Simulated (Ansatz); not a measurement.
**C₂H₈GaNO: how energies converge with the basis set**

Aim: see how fast density functionals converge with the basis set for C₂H₈GaNO.

Method: one geometry, several basis sets; program: Ansatz 0.2.0, Gaussian basis.

Levels to be run: PBE0-D4/def2-SVP; ωB97M-V/def2-SVP; PBE0-D4/def2-QZVPP; ωB97M-V/def2-QZVPP; the functionals' def2-TZVPP values are taken from earlier runs.

### 1 The geometry

All runs share one geometry, relaxed beforehand with PBE0-D4 in a triple-zeta def2 set.

SMILES `C[O][Ga]([CH3])[NH2]`, 13 atoms, charge 0, spin multiplicity 1.

Atoms are counted from 1 here; the program's logs count them from 0.

Bond lengths: C1–O2 1.399 Å, C1–H6 1.099 Å, C1–H7 1.099 Å, C1–H8 1.095 Å, O2–Ga3 1.793 Å, Ga3–C4 1.946 Å, Ga3–N5 1.816 Å, C4–H9 1.091 Å, C4–H10 1.090 Å, C4–H11 1.092 Å, N5–H12 1.005 Å, N5–H13 1.005 Å. Angles: O2–C1–H6 112.6°, O2–C1–H7 112.6°, O2–C1–H8 109.0°, H6–C1–H7 107.6°, H6–C1–H8 107.4°, H7–C1–H8 107.4°, C1–O2–Ga3 122.3°, O2–Ga3–C4 118.3°, O2–Ga3–N5 114.5°, C4–Ga3–N5 127.2°, Ga3–C4–H9 109.9°, Ga3–C4–H10 111.6°, Ga3–C4–H11 109.9°, H9–C4–H10 109.0°, H9–C4–H11 107.8°, H10–C4–H11 108.5°, Ga3–N5–H12 124.2°, Ga3–N5–H13 123.8° and more.

### 2 PBE0-D4 in def2-SVP

in.yaml reads:

```yaml
crystal:
  periodic: [false, false, false]
  atoms:
    - {symbol: C, position_ang: [-2.009400, 0.874891, 0.633301]}
    - {symbol: O, position_ang: [-1.156560, -0.230722, 0.726541]}
    - {symbol: Ga, position_ang: [0.439481, -0.280967, -0.089777]}
    - {symbol: C, position_ang: [1.526679, -1.882930, 0.107739]}
    - {symbol: N, position_ang: [0.852095, 1.217958, -1.028394]}
    - {symbol: H, position_ang: [-2.325580, 1.078113, -0.399851]}
    - {symbol: H, position_ang: [-1.554081, 1.794102, 1.028839]}
    - {symbol: H, position_ang: [-2.913030, 0.678397, 1.219819]}
    - {symbol: H, position_ang: [1.545089, -2.192372, 1.153752]}
    - {symbol: H, position_ang: [2.549675, -1.718442, -0.231819]}
    - {symbol: H, position_ang: [1.094932, -2.699493, -0.474315]}
    - {symbol: H, position_ang: [1.705990, 1.346011, -1.542344]}
    - {symbol: H, position_ang: [0.244699, 2.015443, -1.103491]}
basis:
  gaussian: {orbitals: def2-SVP}
hamiltonian: {xc: pbe0, dispersion: d4}
output: {orbitals: {seedname: orbitals}}
```

On the command line:

```console
$ ansatz run in.yaml --threads 2 --pin off --events-out ev --progress --plain --max-ram 32768MiB --backend cpu
```

After this run come: ωB97M-V in def2-SVP; PBE0-D4 in def2-QZVPP; ωB97M-V in def2-QZVPP.

Q: Predict the results of all the runs planned. Wanted: PBE0-D4: double and triple zeta above quadruple; ωB97M-V: double and triple zeta above quadruple.

The runs gave:

| quantity | value |
| --- | --- |
| PBE0-D4: double and triple zeta above quadruple | 15.07, 1.55 eV |
| ωB97M-V: double and triple zeta above quadruple | 15.27, 1.50 eV |

What this shows: PBE0-D4 gains 13.52 eV from double to triple zeta, then 1.55 eV more. These are total energies; as a rule much of such shifts cancels in differences, which this series doesn't test. The LUMO of ωB97M-V is positive and keeps falling with the basis (2.19 to 1.14 eV): an unbound level that the basis holds in place.
